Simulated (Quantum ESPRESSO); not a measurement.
# TiSn (Fm-3m) in Quantum ESPRESSO: notebook, part 4 of 4

Quantum ESPRESSO 7.5. Earlier steps stand in the parts before.

### Step 5. Phonons, LDA, target pressure -3 GPa, at which the enthalpy is minimised

pw.in

```
&CONTROL
  calculation = 'scf'
  prefix = 'pwscf'
  outdir = './tmp'
  pseudo_dir = './pseudo'
  tprnfor = .true.
  tstress = .true.
  disk_io = 'low'
/
&SYSTEM
  ibrav = 0
  A = 3.96057579
  nat = 2
  ntyp = 2
  ecutwfc = 84
  nbnd = 20
  occupations = 'smearing'
  smearing = 'mv'
  degauss = 0.01469973
/
&ELECTRONS
  conv_thr = 4d-10
  electron_maxstep = 120
  mixing_beta = 0.5
/
ATOMIC_SPECIES
Ti    47.8670 Ti.upf
Sn   118.7100 Sn.upf
CELL_PARAMETERS alat
   0.0000000000    0.7071067816    0.7071067816
   0.7071067816    0.0000000000    0.7071067816
   0.7071067816    0.7071067816    0.0000000000
ATOMIC_POSITIONS alat
Ti     0.0000000000    0.0000000000    0.0000000000
Sn     0.7071067816    0.7071067816    0.7071067816
K_POINTS automatic
7 7 7 0 0 0
```

relax.in

```
&CONTROL
  calculation = 'vc-relax'
  prefix = 'pwscf'
  outdir = './tmp'
  pseudo_dir = './pseudo'
  tprnfor = .true.
  tstress = .true.
  disk_io = 'low'
  nstep = 40
  forc_conv_thr = 0.0001
  etot_conv_thr = 1d-06
/
&SYSTEM
  ibrav = 0
  A = 3.96057579
  nat = 2
  ntyp = 2
  ecutwfc = 84
  nbnd = 20
  occupations = 'smearing'
  smearing = 'mv'
  degauss = 0.01469973
/
&ELECTRONS
  conv_thr = 4d-10
  electron_maxstep = 120
  mixing_beta = 0.5
/
&IONS
  ion_dynamics = 'bfgs'
/
&CELL
  cell_dynamics = 'bfgs'
  press = -30
  press_conv_thr = 0.2
/
ATOMIC_SPECIES
Ti    47.8670 Ti.upf
Sn   118.7100 Sn.upf
CELL_PARAMETERS alat
   0.0000000000    0.7071067816    0.7071067816
   0.7071067816    0.0000000000    0.7071067816
   0.7071067816    0.7071067816    0.0000000000
ATOMIC_POSITIONS alat
Ti     0.0000000000    0.0000000000    0.0000000000
Sn     0.7071067816    0.7071067816    0.7071067816
K_POINTS automatic
7 7 7 0 0 0
```

scf2.in

```
&CONTROL
  calculation = 'scf'
  prefix = 'pwscf'
  outdir = './tmp'
  pseudo_dir = './pseudo'
  tprnfor = .true.
  tstress = .true.
  disk_io = 'low'
/
&SYSTEM
  ibrav = 0
  A = 3.90402131
  nat = 2
  ntyp = 2
  ecutwfc = 84
  nbnd = 20
  occupations = 'smearing'
  smearing = 'mv'
  degauss = 0.01469973
/
&ELECTRONS
  conv_thr = 1d-13
  electron_maxstep = 120
  mixing_beta = 0.5
  startingpot = 'file'
  startingwfc = 'file'
/
ATOMIC_SPECIES
Ti    47.8670 Ti.upf
Sn   118.7100 Sn.upf
CELL_PARAMETERS alat
   0.0000000000    0.7071067811    0.7071067811
   0.7071067811    0.0000000000    0.7071067811
   0.7071067811    0.7071067811    0.0000000000
ATOMIC_POSITIONS alat
Ti     0.0000000000    0.0000000000    0.0000000000
Sn     0.7071067811    0.7071067811    0.7071067811
K_POINTS automatic
7 7 7 0 0 0
```

ph.in

```
phonons of TiSn
&INPUTPH
  prefix = 'pwscf'
  outdir = './tmp'
  tr2_ph = 1d-18
  fildyn = 'dyn'
  niter_ph = 90
  alpha_mix(1) = 0.4
/
0.0000000000 0.0000000000 0.0000000000
```

dynmat.in

```
&INPUT
  fildyn = 'dyn'
  asr = 'crystal'
  filout = 'dynmat.disp'
  fileig = 'dynmat.eig'
/
```

Potentials or basis: PseudoDojo 0.4.1 SR LDA standard.

Launch:

```
> OMP_NUM_THREADS=1 pw.x -in pw.in > pw.out
> OMP_NUM_THREADS=1 pw.x -in relax.in > relax.out
> OMP_NUM_THREADS=1 pw.x -in scf2.in > scf2.out
> OMP_NUM_THREADS=1 ph.x -in ph.in > ph.out
> OMP_NUM_THREADS=1 dynmat.x -in dynmat.in > dynmat.out
```

pw.out:

```text
This program is part of the open-source Quantum ESPRESSO suite
     for quantum simulation of materials; please cite
[... 9 lines left out ...]
     --------------------
     sticks:   dense  smooth     PW     G-vecs:    dense   smooth      PW
     Sum        1285    1285    379                30827    30827    4909

     Using Slab Decomposition

     bravais-lattice index     =            0
     lattice parameter (alat)  =       7.4844  a.u.
     unit-cell volume          =     296.4535 (a.u.)^3
     number of atoms/cell      =            2
     number of atomic types    =            2
     number of electrons       =        26.00
     number of Kohn-Sham states=           20
     kinetic-energy cutoff     =      84.0000  Ry
     charge density cutoff     =     336.0000  Ry
     scf convergence threshold =      4.0E-10
     mixing beta               =       0.5000
     number of iterations used =            8  plain     mixing
     Exchange-correlation= SLA  PW   NOGX NOGC
                           (   1   4   0   0   0   0   0)

     celldm(1)=   7.484404  celldm(2)=   0.000000  celldm(3)=   0.000000
     celldm(4)=   0.000000  celldm(5)=   0.000000  celldm(6)=   0.000000

     crystal axes: (cart. coord. in units of alat)
               a(1) = (   0.000000   0.707107   0.707107 )
               a(2) = (   0.707107   0.000000   0.707107 )
               a(3) = (   0.707107   0.707107   0.000000 )

     reciprocal axes: (cart. coord. in units 2 pi/alat)
               b(1) = ( -0.707107  0.707107  0.707107 )
               b(2) = (  0.707107 -0.707107  0.707107 )
               b(3) = (  0.707107  0.707107 -0.707107 )

     PseudoPot. # 1 for Ti read from file:
     Ti.upf
     Pseudo is Norm-conserving + core correction, Zval = 12.0
     Generated using ONCVPSP code by D. R. Hamann
     Using radial grid of 1568 points,  6 beta functions with:
                l(1) =   0
                l(2) =   0
                l(3) =   1
                l(4) =   1
                l(5) =   2
                l(6) =   2

     PseudoPot. # 2 for Sn read from file:
     Sn.upf
     Pseudo is Norm-conserving + core correction, Zval = 14.0
     Generated using ONCVPSP code by D. R. Hamann
     Using radial grid of 1608 points,  6 beta functions with:
                l(1) =   0
                l(2) =   0
                l(3) =   1
                l(4) =   1
                l(5) =   2
                l(6) =   2

     atomic species   valence    mass     pseudopotential
     Ti               12.00    47.86700     Ti( 1.00)
     Sn               14.00   118.71000     Sn( 1.00)

     48 Sym. Ops., with inversion, found

   Cartesian axes

     site n.     atom                  positions (alat units)
         1        Ti     tau(   1) = (   0.0000000   0.0000000   0.0000000  )
         2        Sn     tau(   2) = (   0.7071068   0.7071068   0.7071068  )

     number of k points=    20  Marzari-Vanderbilt smearing, width (Ry)=  0.0147
                       cart. coord. in units 2pi/alat
        k(    1) = (   0.0000000   0.0000000   0.0000000), wk =   0.0058309
        k(    2) = (   0.1010153   0.1010153  -0.1010153), wk =   0.0466472
        k(    3) = (   0.2020305   0.2020305  -0.2020305), wk =   0.0466472
        k(    4) = (   0.3030458   0.3030458  -0.3030458), wk =   0.0466472
        k(    5) = (   0.2020305  -0.0000000   0.0000000), wk =   0.0349854
        k(    6) = (   0.3030458   0.1010153  -0.1010153), wk =   0.1399417
[... 12 lines left out ...]
        k(   19) = (  -0.1010153  -0.5050763   0.7071068), wk =   0.1399417
        k(   20) = (   0.0000000  -0.4040610   0.6060915), wk =   0.1399417

     Dense  grid:    30827 G-vectors     FFT dimensions: (  45,  45,  45)

     Initial potential from superposition of free atoms

     starting charge      25.9974, renormalised to      26.0000
     Starting wfcs are   19 randomized atomic wfcs +    1 random wfcs

     Self-consistent Calculation

     iteration #  1     ecut=    84.00 Ry     beta= 0.50
     Davidson diagonalization with overlap
     ethr =  1.00E-02,  avg # of iterations =  3.6

     Threshold (ethr) on eigenvalues was too large:
     Diagonalizing with lowered threshold

     Davidson diagonalization with overlap
     ethr =  1.21E-04,  avg # of iterations =  3.0

     total energy              =    -275.85559696 Ry
     estimated scf accuracy    <       0.03343511 Ry
[... 50 lines left out ...]
     iteration #  9     ecut=    84.00 Ry     beta= 0.50
     Davidson diagonalization with overlap
     ethr =  2.79E-12,  avg # of iterations =  2.7

     End of self-consistent calculation

          k = 0.0000 0.0000 0.0000 (  3839 PWs)   bands (ev):

   -45.0169 -21.5828 -21.5828 -21.5828  -9.1038  -9.1038  -9.0349  -9.0349
    -9.0349   2.0243  11.7919  11.7919  11.7919  12.2081  12.2081  15.0103
    15.0103  15.0103  19.8061  20.0748

          k = 0.1010 0.1010-0.1010 (  3825 PWs)   bands (ev):
[... 85 lines left out ...]
   -45.0142 -21.6097 -21.5976 -21.5945  -9.1066  -9.0801  -9.0477  -8.9907
    -8.9888   4.7917   8.5429  10.0101  11.2976  11.9189  12.9041  13.0461
    13.4989  13.8264  16.9702  19.6161

          k = 0.4041 0.2020 0.0000 (  3870 PWs)   bands (ev):

   -45.0149 -21.6063 -21.5929 -21.5912  -9.0913  -9.0800  -9.0354  -9.0067
    -9.0052   3.7922   9.0820  10.2597  10.7562  12.1497  12.7074  13.7237
    14.0617  16.1163  18.6932  19.9309

          k =-0.2020-0.4041 0.6061 (  3848 PWs)   bands (ev):
[... 13 lines left out ...]
   -45.0141 -21.6042 -21.6037 -21.5962  -9.1011  -9.0726  -9.0254  -9.0118
    -8.9892   4.9649   8.9031   9.0177  10.2655  12.6027  12.7834  13.2033
    13.5855  14.2376  19.0870  21.4625

     the Fermi energy is    11.7091 ev

!    total energy              =    -275.86483812 Ry
     estimated scf accuracy    <          1.5E-10 Ry
     smearing contrib. (-TS)   =      -0.00014200 Ry
     internal energy E=F+TS    =    -275.86469612 Ry

     The total energy is F=E-TS. E is the sum of the following terms:
     one-electron contribution =     -93.30977812 Ry
     hartree contribution      =      60.01650881 Ry
     xc contribution           =     -60.70216790 Ry
     ewald contribution        =    -181.86925891 Ry

     convergence has been achieved in   9 iterations

     Forces acting on atoms (cartesian axes, Ry/au):

     atom    1 type  1   force =     0.00000000    0.00000000    0.00000000
     atom    2 type  2   force =     0.00000000    0.00000000    0.00000000

     Total force =     0.000000     Total SCF correction =     0.000000

     Computing stress (Cartesian axis) and pressure

          total   stress  (Ry/bohr**3)                   (kbar)     P=      -63.90
  -0.00043441  -0.00000000  -0.00000000          -63.90       -0.00       -0.00
  -0.00000000  -0.00043441  -0.00000000           -0.00      -63.90       -0.00
  -0.00000000  -0.00000000  -0.00043441           -0.00       -0.00      -63.90

=------------------------------------------------------------------------------=
   JOB DONE.
=------------------------------------------------------------------------------=
```

Wall time 9.5 min (1 thread of Arm Neoverse V2, shared host); peak memory 0.09 GiB.

Results:

```yaml
Free_energy: -3753.3874 eV
Relaxed_volume: 21.04 Å³/atom
Relaxed_cell: a = 3.904 Å, b = 3.904 Å, c = 3.904 Å, α = 60.00°, β = 60.00°, γ = 60.00°
Space_group_after_relaxing_to_0.05_Å: Fm-3m (No. 225)
Pressure_after_relaxing: -3.0 GPa
Band_gap_on_the_k_mesh: none (metal or under the smearing width)
Highest_phonon_frequency_at_Γ: 245 cm⁻¹
```

The path:
| step | energy change (eV) | largest force (eV/Å) | pressure (GPa) | volume (Å³) |
| --- | --- | --- | --- | --- |
| 1 | 0.0000 | 0.0000 | -6.39 | 43.93 |
| 2 | -0.0271 | 0.0000 | -5.11 | 43.17 |
| 3 | -0.0555 | 0.0000 | -2.97 | 42.06 |
| 4 | -0.0552 | 0.0000 | -3.00 | 42.07 |

Final structure:
```yaml
crystal:
  lattice:
    - [0.00000, 2.76056, 2.76056]
    - [2.76056, 0.00000, 2.76056]
    - [2.76056, 2.76056, 0.00000]
  atoms:
    - { symbol: Ti, position: [0.00000, 0.00000, 0.00000] }
    - { symbol: Sn, position: [0.50000, 0.50000, 0.50000] }
```

Phonon frequencies in cm⁻¹ (negative: imaginary):
```
              q point           frequencies
(0.000, 0.000, 0.000)  -2 -2 -2 245 245 245
```

Optical modes at Γ, degenerate ones joined:
```tsv
cm⁻¹	components	symmetry	active in
246	3	T1u	IR
```

Caveat: the mesh is thin for the phonons of a metal; the cell is more than 3 GPa from zero pressure, which shifts response properties.
